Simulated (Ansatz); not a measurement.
# CH6FGeNO: up Jacob's ladder to CCSD(T)

Aim: compute CH6FGeNO with functionals from several rungs and with coupled cluster. The yardstick is the atomisation energy at the CCSD(T) limit.

Program: Ansatz 0.2.0, Gaussian basis. Level of theory: functionals in def2-TZVPP, the program's frozen cores in correlated methods. These are calculated values, not measurements.

Levels to be run: PBE-D4, r2SCAN-D4, PBE0-D4, B3LYP-D4, ωB97X-V, ωB97M-V, B2PLYP; CCSD(T)/def2-TZVPP; MP2/def2-QZVPP; extrapolation to the limit.

### Step 1. The relaxed structure

The geometry comes from an earlier relaxation with PBE0-D4 in a triple-zeta def2 set; it is a stationary point, not always the lowest conformer.

SMILES `N[C](O)(F)[GeH3]`, 11 atoms, charge 0, spin multiplicity 1.

Atoms are counted from 1 here; the program's logs count them from 0.

Bond lengths: N1–C2 1.425 Å, N1–H6 1.015 Å, N1–H7 1.011 Å, C2–O3 1.385 Å, C2–F4 1.388 Å, C2–Ge5 2.000 Å, O3–H8 0.967 Å, Ge5–H9 1.537 Å, Ge5–H10 1.533 Å, Ge5–H11 1.532 Å. Angles: C2–N1–H6 111.3°, C2–N1–H7 111.1°, H6–N1–H7 110.1°, N1–C2–O3 116.1°, N1–C2–F4 105.0°, N1–C2–Ge5 111.2°, O3–C2–F4 108.0°, O3–C2–Ge5 107.3°, F4–C2–Ge5 109.0°, C2–O3–H8 108.6°, C2–Ge5–H9 107.8°, C2–Ge5–H10 109.6°, C2–Ge5–H11 108.0°, H9–Ge5–H10 110.2°, H9–Ge5–H11 110.1°, H10–Ge5–H11 111.1°.

### Step 2. PBE-D4 (GGA)

Input file in.yaml:

```yaml
crystal:
  periodic: [false, false, false]
  atoms:
    - {symbol: N, position_ang: [-1.447803, -0.216613, -0.144718]}
    - {symbol: C, position_ang: [-0.054137, -0.504577, -0.075333]}
    - {symbol: O, position_ang: [0.380382, -1.135301, 1.078384]}
    - {symbol: F, position_ang: [0.192004, -1.352989, -1.146235]}
    - {symbol: Ge, position_ang: [1.039760, 1.155195, -0.295338]}
    - {symbol: H, position_ang: [-1.993280, -1.063044, -0.273284]}
    - {symbol: H, position_ang: [-1.759600, 0.275107, 0.681851]}
    - {symbol: H, position_ang: [-0.172564, -1.913668, 1.231364]}
    - {symbol: H, position_ang: [0.530540, 2.191931, 0.719273]}
    - {symbol: H, position_ang: [2.515807, 0.836182, -0.031759]}
    - {symbol: H, position_ang: [0.834391, 1.670777, -1.723505]}
basis:
  gaussian: {orbitals: def2-TZVPP}
hamiltonian: {xc: pbe, dispersion: d4}
output: {forces: true, orbitals: {seedname: orbitals}}
```

Command:

```bash
ansatz run in.yaml --threads 4 --pin off --events-out ev --progress --plain --max-ram 10444MiB
```

After this run come: r2SCAN-D4 (meta-GGA); PBE0-D4 (hybrid); B3LYP-D4 (hybrid); ωB97X-V (range-separated); ωB97M-V (range-separated); B2PLYP (double hybrid); CCSD(T) in def2-TZVPP; MP2 in def2-QZVPP.

Q: Predict the results of all the runs planned. Wanted: atomisation energy, CCSD(T)/CBS; farthest; mean size of error, hybrid; mean size of error, range-separated; gap, smallest and largest; T1 diagnostic; triples share of the correlation energy.

As calculated:

| quantity | value |
| --- | --- |
| atomisation energy, CCSD(T)/CBS | 3691.3 kJ/mol |
| functionals within 36.9 kJ/mol (1.0 %) | r2SCAN-D4, PBE0-D4, B3LYP-D4, ωB97X-V, ωB97M-V |
| farthest | PBE-D4 (+78.6 kJ/mol) |
| mean size of error, hybrid | 22.2 kJ/mol |
| mean size of error, range-separated | 8.6 kJ/mol |
| gap, smallest and largest | 5.91 eV (PBE-D4), 12.58 eV (ωB97X-V) |
| T1 diagnostic | 0.0119 |
| triples share of the correlation energy | 3.5 % |

In words: PBE-D4 misses by +78.6 kJ/mol. Double hybrids carry the basis error of their MP2 part in triple zeta, and no dispersion term here, so their miss is partly the set-up's. Misses under about 36.9 kJ/mol are within the doubt on the reference itself, which lacks core-valence correlation, relativity and higher excitations, and its outer-core shells are covered unevenly. Hartree-Fock recovers 67 % of the binding; the rest is correlation. The gap grows from 5.9 to 12.6 eV across the functionals, mostly with the share of exact exchange. Correlated methods include outer-core shells of Ge, which these sets cover unevenly.
